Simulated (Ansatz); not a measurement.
# SiBrCl3: one species, many methods

How much do the methods differ for SiBrCl3? The plan is to run it at one geometry with functionals of several rungs and with coupled cluster. The yardstick is the atomisation energy at the CCSD(T) limit.

The runs use Ansatz 0.2.0, Gaussian basis; functionals in def2-TZVPP, the program's frozen cores in correlated methods.

Plan: LDA (SPW92), PBE-D4, revPBE-D4, BLYP-D4, r2SCAN-D4, B97M-V, PBE0-D4, B3LYP-D4, r2SCANh-D4, r2SCAN0-D4, HSE06-D4, BHLYP-D4, CAM-B3LYP-D4, LC-ωPBE, ωB97X-V, ωB97M-V, B2PLYP, PBE-QIDH; CCSD(T)/def2-SVP; CCSD(T)/def2-TZVPP; MP2/def2-QZVPP; extrapolation to the limit; RPA on PBE.

### 1 The geometry

An earlier PBE0-D4 in a triple-zeta def2 set relaxation fixed the geometry.

SMILES `Cl[Si](Cl)(Cl)Br`, 5 atoms, charge 0, spin multiplicity 1.

Atoms are counted from 1 here; the program's logs count them from 0.

Bond lengths: Cl1–Si2 2.023 Å, Si2–Cl3 2.023 Å, Si2–Cl4 2.023 Å, Si2–Br5 2.188 Å. Angles: Cl1–Si2–Cl3 109.3°, Cl1–Si2–Cl4 109.3°, Cl1–Si2–Br5 109.7°, Cl3–Si2–Cl4 109.3°, Cl3–Si2–Br5 109.7°, Cl4–Si2–Br5 109.7°.

### 2 LDA

This LDA is Slater exchange with PW92 correlation.

Contents of in.yaml:

```yaml
crystal:
  periodic: [false, false, false]
  atoms:
    - {symbol: Cl, position_ang: [-0.852880, -0.217682, 1.821586]}
    - {symbol: Si, position_ang: [0.003445, -0.042577, -0.003195]}
    - {symbol: Cl, position_ang: [1.690477, -1.158176, -0.059225]}
    - {symbol: Cl, position_ang: [-1.285660, -0.709676, -1.412792]}
    - {symbol: Br, position_ang: [0.494418, 2.054411, -0.387875]}
basis:
  gaussian: {orbitals: def2-TZVPP}
hamiltonian: {xc: lda}
output: {orbitals: {seedname: orbitals}}
```

Further steps of the session: PBE-D4 (GGA); revPBE-D4 (GGA); BLYP-D4 (GGA); r2SCAN-D4 (meta-GGA); B97M-V (meta-GGA); PBE0-D4 (hybrid); B3LYP-D4 (hybrid); r2SCANh-D4 (hybrid); r2SCAN0-D4 (hybrid); HSE06-D4 (hybrid); BHLYP-D4 (hybrid); CAM-B3LYP-D4 (range-separated); LC-ωPBE-D4 (range-separated); ωB97X-V (range-separated); ωB97M-V (range-separated); B2PLYP (double hybrid); PBE-QIDH (double hybrid); CCSD(T) in def2-SVP; CCSD(T) in def2-TZVPP; MP2 in def2-QZVPP; RPA on PBE orbitals.

Q: Predict the results of all the runs planned. Wanted: atomisation energy, CCSD(T)/CBS; farthest beyond LDA; mean size of error, GGA; mean size of error, meta-GGA; mean size of error, hybrid; mean size of error, range-separated; mean size of error, double hybrid; gap, smallest and largest; T1 diagnostic.

As calculated:

```
                               quantity                                                                 value
        atomisation energy, CCSD(T)/CBS                                                         1565.4 kJ/mol
 functionals within 15.7 kJ/mol (1.0 %)  r2SCAN-D4, PBE0-D4, r2SCANh-D4, HSE06-D4, ωB97X-V, ωB97M-V, PBE-QIDH
                    farthest beyond LDA                                               BHLYP-D4 (-86.9 kJ/mol)
                mean size of error, GGA                                                           36.6 kJ/mol
           mean size of error, meta-GGA                                                           17.6 kJ/mol
             mean size of error, hybrid                                                           27.3 kJ/mol
    mean size of error, range-separated                                                           26.3 kJ/mol
      mean size of error, double hybrid                                                           32.6 kJ/mol
              gap, smallest and largest                             5.72 eV (LDA (SPW92)), 13.26 eV (LC-ωPBE)
                          T1 diagnostic                                                                0.0081
triples share of the correlation energy                                                                 4.1 %
```

What this shows: LDA overbinds by 231.5 kJ/mol (15 %). PBE-D4 is off by +20.4 kJ/mol. Double hybrids carry the basis error of their MP2 part in triple zeta, and no dispersion term here, so their miss is partly the set-up's. By mean error the best rung here is meta-GGA (17.6 kJ/mol) and the worst beyond LDA is GGA (36.6 kJ/mol). RPA and LDA stand outside this count. Misses under about 15.7 kJ/mol are within the doubt on the reference itself, which lacks core-valence correlation, relativity and higher excitations, and its outer-core shells are covered unevenly. All levels share the lack of spin-orbit coupling, which lowers the free heavy atoms and so the true binding. Hartree-Fock recovers 72 % of the binding; the rest is correlation. CCSD(T) in def2-SVP is off by -189.7 kJ/mol, which most functionals beat. Orbital gaps span 5.7 to 13.3 eV; exact exchange widens them. Correlated methods include outer-core shells of Br, which these sets cover unevenly.
